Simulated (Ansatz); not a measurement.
# MgCuGe: the cost of one run

Program: Ansatz 0.2.0 through its Python package. The levels of theory stand in the script. These are calculated values, not measurements.

### Step 1. The structure

Symmetry: P4/nmm, No. 129, tetragonal system. Conventional cell: a = 4.005 Å, b = 4.005 Å, c = 6.395 Å, α = 90.00°, β = 90.00°, γ = 90.00°. Mg (site symmetry -4m2) is surrounded by 4 Cu at 2.76 Å and 4 Mg at 2.83 Å and 4 Ge at 2.87 Å. Cu (site symmetry 4mm) is surrounded by 5 Ge at 2.43 to 2.84 Å and 4 Mg at 2.76 Å. Around Ge (site symmetry 4mm) lie 1 Cu at 2.43 Å.

Input file mgcuge.cif:

```cif
data_MgCuGe
_cell_length_a 4.005302
_cell_length_b 4.005302
_cell_length_c 6.394753
_cell_angle_alpha 90.00000
_cell_angle_beta 90.00000
_cell_angle_gamma 90.00000
_symmetry_space_group_name_H-M 'P 1'
_symmetry_Int_Tables_number 1
loop_
_symmetry_equiv_pos_as_xyz
'x, y, z'
loop_
_atom_site_label
_atom_site_type_symbol
_atom_site_fract_x
_atom_site_fract_y
_atom_site_fract_z
Mg1 Mg    0.000000    0.000000    0.000000
Mg2 Mg    0.500000    0.500000    0.000000
Cu3 Cu    0.000000    0.500000    0.298042
Cu4 Cu    0.500000    0.000000    0.701958
Ge5 Ge    0.000000    0.500000    0.677982
Ge6 Ge    0.500000    0.000000    0.322018
```

### Step 2. The code

Contents of run_xc.py:

```python
"""Functional comparison for MgCuGe (totals differ with the potentials too)."""

import warnings

import ansatz
from ase.io import read

warnings.simplefilter("ignore", ansatz.DeckWarning)

atoms = read("mgcuge.cif")
structure = ansatz.Crystal.from_ase(atoms)

setup = (
    structure.calculation()
    .pseudopotentials("paw")
    .kpoints(length=24)
    .occupations("fermi_dirac", width=0.15)
    .forces()
    .stress()
)

rows = []
for value in ["lda", "r2scan", "rpbe", "blyp", "pbesol"]:
    rep = setup.functional(value).run(threads=1).report
    rows.append((value, rep["free_energy_ev"] / len(rep["lattice"]["sites"]), rep["n_iterations"], sum(rep["stress_gpa"][i][i] for i in range(3)) / 3, max(abs(f) for row in rep["forces_ev_ang"] for f in row), rep["n_kpoints"]))

print("  functional   F/atom (eV)    iterations       P (GPa)  max component (eV/A)      k-points")
for row in rows:
    print(f"{str(row[0]):>12s}  {row[1]:12.5f}  {row[2]:12d}  {row[3]:12.3f}  {row[4]:20.4f}  {row[5]:12d}")
```

### Step 3. Launch

Command:

```sh
$ python run_xc.py
```

What time and memory should one allow on 1 thread of Arm Neoverse V1, shared host?

About 72 s, with a peak of 0.76 GiB.
